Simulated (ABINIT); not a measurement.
# InSb3 (Pm-3m) in ABINIT: reference runs

Reference runs on InSb3: the cell as given and a disturbed copy.

All numbers are computed with ABINIT 10.8.3 (patched build); they aren't measurements. Logs are shortened: lines on timing, memory, paths and dates and some standing lists are left out, and cuts for length are marked. The log counts tension as positive stress, the text compression.

**1. The structure**

It takes space group Pm-3m (No. 221, cubic). Conventional cell: a = 4.806 Å, b = 4.806 Å, c = 4.806 Å, α = 90.00°, β = 90.00°, γ = 90.00°. Sb (site symmetry 4/mmm) has 8 Sb at 3.40 Å and 4 In at 3.40 Å as nearest neighbours. Around In (site symmetry m-3m) lie 12 Sb at 3.40 Å.

The cell comes from a database or a generator and needn't be the stable form of this composition.

**2. Single point, PBE**

Input file run.abi:

```
# Pseudopotentials
pp_dirpath "./"
pseudos "Sb.GGA_PBE-JTH.xml, In.GGA_PBE-JTH.xml"

# Structure
structure "poscar:POSCAR"
natom 4

# Plane-wave basis
ecut 22.0
pawecutdg 44.0
pawxcdev 0

# k points
kptopt 1
ngkpt 6 6 6
nshiftk 1
shiftk 0.0 0.0 0.0

# Exchange and correlation
ixc 11

# Bands and occupations
nband 35
occopt 3
tsmear 0.05 eV

# SCF cycle
nstep 100
tolvrs 1.0e-9

# Output
iomode 3
prtwf 0
prtden 0
prteig 0
prtebands 0
prtvol 2
```

Input file POSCAR:

```
InSb3
1.0
    4.8063670000      0.0000000000      0.0000000000
    0.0000000000      4.8063670000      0.0000000000
    0.0000000000      0.0000000000      4.8063670000
Sb In
3 1
Direct
    0.5000000000      0.5000000000      0.0000000000  Sb
    0.0000000000      0.5000000000      0.5000000000  Sb
    0.5000000000      0.0000000000      0.5000000000  Sb
    0.0000000000      0.0000000000      0.0000000000  In
```

Potentials or basis: JTH PAW PBE v2.0.

The run is started by

```
$ abinit run.abi > log 2>&1
```

run.abo:

```text
.Version 10.8.3 of ABINIT
 Symmetries : space group Pm -3 m (#221); Bravais cP (primitive cubic)
================================================================================
 Values of the parameters that define the memory need of the present run
     intxc =       0    ionmov =       0      iscf =      17    lmnmax =      18
     lnmax =       6     mgfft =      40  mpssoang =       3    mqgrid =    3001
     natom =       4  nloc_mem =       2    nspden =       1   nspinor =       1
    nsppol =       1      nsym =      48    n1xccc =       1    ntypat =       2
    occopt =       3   xclevel =       2
       mpw =        3735          nfft =       64000          nkpt =          20
 PAW method is used; the additional fine FFT grid is defined by:
   mgfftf=        60    nfftf =    216000
================================================================================
================================================================================

--------------------------------------------------------------------------------
------------- Echo of variables that govern the present computation ------------
--------------------------------------------------------------------------------
 -outvars: echo values of preprocessed input variables --------
            acell      1.0000000000E+00  1.0000000000E+00  1.0000000000E+00 Bohr
              amu      1.21753000E+02  1.14820000E+02
             ecut      2.20000000E+01 Hartree
              ixc          11
         kptrlatt        6    0    0      0    6    0      0    0    6
          kptrlen      5.44963037E+01
            natom           4
            nband          35
            ngfft          40      40      40
          ngfftdg          60      60      60
             nkpt          20
            nstep         100
             nsym          48
           ntypat           2
           occopt           3
        pawecutdg      4.40000000E+01 Hartree
         pawxcdev           0
           prtden           0
        prtebands           0
           prteig           0
           prtvol           2
            prtwf           0
            rprim      9.0827172906E+00  0.0000000000E+00  0.0000000000E+00
                       0.0000000000E+00  9.0827172906E+00  0.0000000000E+00
                       0.0000000000E+00  0.0000000000E+00  9.0827172906E+00
          spgroup         221
           tolvrs      1.00000000E-09
           tsmear      1.83746611E-03 Hartree
            typat      1  1  1  2
           useylm           1
           xangst      2.4031835000E+00  2.4031835000E+00  0.0000000000E+00
                       0.0000000000E+00  2.4031835000E+00  2.4031835000E+00
                       2.4031835000E+00  0.0000000000E+00  2.4031835000E+00
                       0.0000000000E+00  0.0000000000E+00  0.0000000000E+00
            xcart      4.5413586453E+00  4.5413586453E+00  0.0000000000E+00
                       0.0000000000E+00  4.5413586453E+00  4.5413586453E+00
                       4.5413586453E+00  0.0000000000E+00  4.5413586453E+00
                       0.0000000000E+00  0.0000000000E+00  0.0000000000E+00
             xred      5.0000000000E-01  5.0000000000E-01  0.0000000000E+00
                       0.0000000000E+00  5.0000000000E-01  5.0000000000E-01
                       5.0000000000E-01  0.0000000000E+00  5.0000000000E-01
                       0.0000000000E+00  0.0000000000E+00  0.0000000000E+00
            znucl       51.00000   49.00000

================================================================================

 chkinp: Checking input parameters for consistency.

================================================================================
== DATASET  1 ==================================================================

--- !DatasetInfo
iteration_state: {dtset: 1, }
dimensions: {natom: 4, nkpt: 20, mband: 35, nsppol: 1, nspinor: 1, nspden: 1, mpw: 3735, }
cutoff_energies: {ecut:  22.0, pawecutdg:  44.0, }
electrons: {nelect:   5.80000000E+01, charge:   0.00000000E+00, occopt:   3.00000000E+00, tsmear:   1.83746611E-03, }
meta: {optdriver: 0, ionmov: 0, optcell: 0, iscf: 17, paral_kgb: 0, }
...

 Exchange-correlation functional for the present dataset will be:
  GGA: Perdew-Burke-Ernzerhof functional - ixc=11
  J.P.Perdew, K.Burke, M.Ernzerhof, PRL 77, 3865 (1996)

 Real(R)+Recip(G) space primitive vectors, cartesian coordinates (Bohr,Bohr^-1):
 R(1)=  9.0827173  0.0000000  0.0000000  G(1)=  0.1100992  0.0000000  0.0000000
 R(2)=  0.0000000  9.0827173  0.0000000  G(2)=  0.0000000  0.1100992  0.0000000
[... 251 lines left out ...]

 cartesian forces (hartree/bohr) at end:
    1     -0.00000000000000    -0.00000000000000    -0.00000000000000
    2     -0.00000000000000    -0.00000000000000    -0.00000000000000
    3     -0.00000000000000    -0.00000000000000    -0.00000000000000
    4     -0.00000000000000    -0.00000000000000    -0.00000000000000
 frms,max,avg= 0.0000000E+00 0.0000000E+00   0.000E+00  0.000E+00  0.000E+00 h/b

 cartesian forces (eV/Angstrom) at end:
    1     -0.00000000000000    -0.00000000000000    -0.00000000000000
    2     -0.00000000000000    -0.00000000000000    -0.00000000000000
    3     -0.00000000000000    -0.00000000000000    -0.00000000000000
    4     -0.00000000000000    -0.00000000000000    -0.00000000000000
 frms,max,avg= 0.0000000E+00 0.0000000E+00   0.000E+00  0.000E+00  0.000E+00 e/A
 length scales=  1.000000000000  1.000000000000  1.000000000000 bohr
              =  0.529177210544  0.529177210544  0.529177210544 angstroms
 Fermi (or HOMO) energy (hartree) =   0.26300   Average Vxc (hartree)=  -0.36084
 Eigenvalues (hartree) for nkpt=  20  k points:
 kpt#   1, nband= 35, wtk=  0.00463, kpt=  0.0000  0.0000  0.0000 (reduced coord)
  -0.81367   -0.81367   -0.81367   -0.81340   -0.81218   -0.81218   -0.81153   -0.81153
  -0.81153   -0.81140   -0.81140   -0.81023   -0.81002   -0.81002   -0.81002   -0.27166
  -0.27166   -0.27102   -0.27102   -0.27102   -0.18459   -0.01212   -0.01212    0.10519
   0.10519    0.10519    0.13109    0.27845    0.27845    0.27845    0.32628    0.32628
   0.32628    0.43704    0.43765
      occupation numbers for kpt#   1
   2.00000    2.00000    2.00000    2.00000    2.00000    2.00000    2.00000    2.00000
   2.00000    2.00000    2.00000    2.00000    2.00000    2.00000    2.00000    2.00000
   2.00000    2.00000    2.00000    2.00000    2.00000    2.00000    2.00000    2.00000
   2.00000    2.00000    2.00000    0.00045    0.00045    0.00045    0.00000    0.00000
   0.00000    0.00000    0.00000
 kpt#   2, nband= 35, wtk=  0.02778, kpt=  0.1667  0.0000  0.0000 (reduced coord)
  -0.81364   -0.81343   -0.81343   -0.81328   -0.81217   -0.81206   -0.81155   -0.81153
  -0.81153   -0.81151   -0.81140   -0.81034   -0.81026   -0.81026   -0.81002   -0.27162
  -0.27152   -0.27114   -0.27114   -0.27102   -0.17840   -0.03674   -0.01084    0.09738
   0.11243    0.11243    0.17631    0.25992    0.26240    0.26240    0.29686    0.31848
[... 208 lines left out ...]
   2.00000    2.00000    2.00000    2.00000    2.00000    2.00000    2.00000    2.00000
   2.00000    2.00000    2.00000    2.00000    0.00000    0.00000    0.00000    0.00000
   0.00000    0.00000    0.00000
 kpt#  20, nband= 35, wtk=  0.00463, kpt=  0.5000  0.5000  0.5000 (reduced coord)
  -0.81282   -0.81282   -0.81282   -0.81265   -0.81265   -0.81265   -0.81242   -0.81141
  -0.81141   -0.81141   -0.81126   -0.81126   -0.81024   -0.81024   -0.81024   -0.27221
  -0.27221   -0.27221   -0.27049   -0.27049   -0.06746   -0.06746   -0.06746    0.05666
   0.07971    0.07971    0.07971    0.08688    0.39127    0.39127    0.39326    0.39326
   0.39326    0.49689    0.49689
      occupation numbers for kpt#  20
   2.00000    2.00000    2.00000    2.00000    2.00000    2.00000    2.00000    2.00000
   2.00000    2.00000    2.00000    2.00000    2.00000    2.00000    2.00000    2.00000
   2.00000    2.00000    2.00000    2.00000    2.00000    2.00000    2.00000    2.00000
   2.00000    2.00000    2.00000    2.00000    0.00000    0.00000    0.00000    0.00000
   0.00000    0.00000    0.00000
 Total charge density [el/Bohr^3]
)     Maximum=    3.7384E+00  at reduced coord.    0.0000    0.0000    0.0000
)Next maximum=    3.5637E+00  at reduced coord.    0.0000    0.0000    0.9833
)     Minimum=    7.1778E-03  at reduced coord.    0.5000    0.0000    0.0000
)Next minimum=    7.1778E-03  at reduced coord.    0.0000    0.5000    0.0000
   Integrated=    5.8000E+01

--- !EnergyTerms
iteration_state     : {dtset: 1, }
comment             : Components of total free energy in Hartree
kinetic             :  2.62544027395545E+01
hartree             :  8.50527788230192E+01
xc                  : -1.45816681182375E+01
Ewald energy        : -2.12636439547152E+02
psp_core            :  7.92649478324324E+00
local_psp           : -2.56560425472346E+02
PAW spherical_terms :  5.86884909354297E+01
internal            : -3.05856365856489E+02
'-kT*entropy'       : -7.63779177715695E-04
total_energy        : -3.05857129635667E+02
total_energy_eV     : -8.32279649060322E+03
...

--- !EnergyTermsDC
iteration_state     : {dtset: 1, }
comment             : '"Double-counting" decomposition of free energy'
band_energy         : -2.56441749784670E+01
Ewald energy        : -2.12636439547152E+02
psp_core            :  7.92649478324324E+00
xc_dc               : -8.69454552028898E+01
PAW spherical_terms :  1.14432117064328E+01
internal            : -3.05856363238833E+02
'-kT*entropy'       : -7.63779177715695E-04
total_energy_dc     : -3.05857127018010E+02
total_energy_dc_eV  : -8.32279641937315E+03
...

--- !EnergyTermsWithPAWCore
iteration_state     : {dtset: 1, }
comment             : 'Components of total free energy, including PAW core contributions'
Total energy        : -2.53265007058999E+04
Total energy DC     : -2.53265007032822E+04
Total energy (eV)   : -6.89169192967353E+05
Total energy DC (eV): -6.89169192896123E+05
...

 Cartesian components of stress tensor (hartree/bohr^3)
  sigma(1 1)= -5.75263180E-06  sigma(3 2)=  0.00000000E+00
  sigma(2 2)= -5.75263180E-06  sigma(3 1)=  0.00000000E+00
  sigma(3 3)= -5.75263180E-06  sigma(2 1)=  0.00000000E+00

-Cartesian components of stress tensor (GPa)         [Pressure=  1.6925E-01 GPa]
- sigma(1 1)= -1.69248271E-01  sigma(3 2)=  0.00000000E+00
- sigma(2 2)= -1.69248271E-01  sigma(3 1)=  0.00000000E+00
- sigma(3 3)= -1.69248271E-01  sigma(2 1)=  0.00000000E+00

== END DATASET(S) ==============================================================
================================================================================

 -outvars: echo values of variables after computation  --------
            acell      1.0000000000E+00  1.0000000000E+00  1.0000000000E+00 Bohr
           etotal     -3.0585712702E+02
            fcart     -0.0000000000E+00 -0.0000000000E+00 -0.0000000000E+00
                      -0.0000000000E+00 -0.0000000000E+00 -0.0000000000E+00
                      -0.0000000000E+00 -0.0000000000E+00 -0.0000000000E+00
                      -0.0000000000E+00 -0.0000000000E+00 -0.0000000000E+00
            rprim      9.0827172906E+00  0.0000000000E+00  0.0000000000E+00
                       0.0000000000E+00  9.0827172906E+00  0.0000000000E+00
                       0.0000000000E+00  0.0000000000E+00  9.0827172906E+00
           strten     -5.7526318043E-06 -5.7526318043E-06 -5.7526318043E-06
                       0.0000000000E+00  0.0000000000E+00  0.0000000000E+00
           xangst      2.4031835000E+00  2.4031835000E+00  0.0000000000E+00
                       0.0000000000E+00  2.4031835000E+00  2.4031835000E+00
                       2.4031835000E+00  0.0000000000E+00  2.4031835000E+00
                       0.0000000000E+00  0.0000000000E+00  0.0000000000E+00
             xred      5.0000000000E-01  5.0000000000E-01  0.0000000000E+00
                       0.0000000000E+00  5.0000000000E-01  5.0000000000E-01
                       5.0000000000E-01  0.0000000000E+00  5.0000000000E-01
                       0.0000000000E+00  0.0000000000E+00  0.0000000000E+00
 Calculation completed.
```

Run time: 96 s. Hardware: 1 thread of Arm Neoverse V2, shared host; peak memory 0.21 GiB.

Results:

```yaml
Free_energy: -8322.7964 eV
Pressure: 0.2 GPa
Band_gap_on_the_k_mesh: none (metal or under the smearing width)
Valence_electrons_inside_the_program's_atomic_spheres: Sb 12.37; In 11.09
```

**3. Single point, PBE (atoms moved at random, drawn with an rms of 0.05 Å)**

Input file run.abi:

```
# Pseudopotentials
pp_dirpath "./"
pseudos "Sb.GGA_PBE-JTH.xml, In.GGA_PBE-JTH.xml"

# Structure
acell 3*1.0 Angstrom
rprim
     4.8063670000     0.0000000000     0.0000000000
     0.0000000000     4.8063670000     0.0000000000
     0.0000000000     0.0000000000     4.8063670000
ntypat 2
znucl 51 49
natom 4
typat 1 1 1 2
xred
     0.5105020000     0.4886910000    -0.0062530000
     0.0002960000     0.5084560000     0.5041920000
     0.5009570000    -0.0012920000     0.5004910000
    -0.0042560000    -0.0027610000     0.0041050000
chkprim 0
chksymtnons 0
tolsym 1.0e-6

# Plane-wave basis
ecut 22.0
pawecutdg 44.0
pawxcdev 0

# k points
kptopt 1
ngkpt 6 6 6
nshiftk 1
shiftk 0.0 0.0 0.0

# Exchange and correlation
ixc 11

# Bands and occupations
nband 35
occopt 3
tsmear 0.00183747

# SCF cycle
nstep 100
tolvrs 1.0e-9

# Output
iomode 3
prtwf 0
prteig 0
prtebands 0
enunit 2
prtden 1
prtvha 1
prtvclmb 1
prtpot 1
```

Potentials or basis: JTH PAW PBE v2.0.

The run is started by

```
$ abinit run.abi > log 2>&1
```

It took 10 min on 1 thread of Arm Neoverse V2, shared host; peak memory 0.49 GiB.

It converged, with:

```
Free energy                                           : -8322.7950 eV
Pressure                                              : 0.2 GPa
Largest force                                         : 0.100 eV/Å
Band gap on the k mesh                                : none (metal or under the smearing width)
Valence electrons inside the program's atomic spheres : Sb 12.36, 12.35; In 11.09
```

Forces on the atoms (eV/Å):
```
Sb  -0.053 -0.028 -0.009
Sb   0.026  0.010  0.004
Sb  -0.072  0.002 -0.004
In   0.099  0.016  0.008
```

Levels at points of the mesh, in eV from the Fermi level:
```tsv
k point	band 26	band 27	band 28	band 29	band 30	band 31	band 32	band 33
(0.00, 0.00, 0.00)	-4.29	-3.59	0.40	0.42	0.42	1.70	1.71	1.72
(0.50, 0.00, 0.00)	-2.92	-2.14	-2.11	-1.10	-0.84	1.97	2.10	2.15
(0.00, 0.50, 0.00)	-2.91	-2.13	-2.12	-1.13	-0.86	1.98	2.11	2.16
(0.50, 0.50, 0.00)	-1.67	-1.65	-1.42	-1.13	-1.04	-0.48	1.03	3.25
(0.00, 0.00, 0.50)	-2.92	-2.14	-2.11	-1.10	-0.83	1.96	2.09	2.15
(0.50, 0.00, 0.50)	-1.68	-1.67	-1.39	-1.11	-1.09	-0.47	1.02	3.26
(0.00, 0.50, 0.50)	-1.67	-1.66	-1.42	-1.12	-1.03	-0.48	1.03	3.25
(0.50, 0.50, 0.50)	-5.00	-4.98	-4.75	3.48	3.48	3.54	3.54	3.55
```

Spin-orbit coupling is left out, which matters for the levels of Sb.
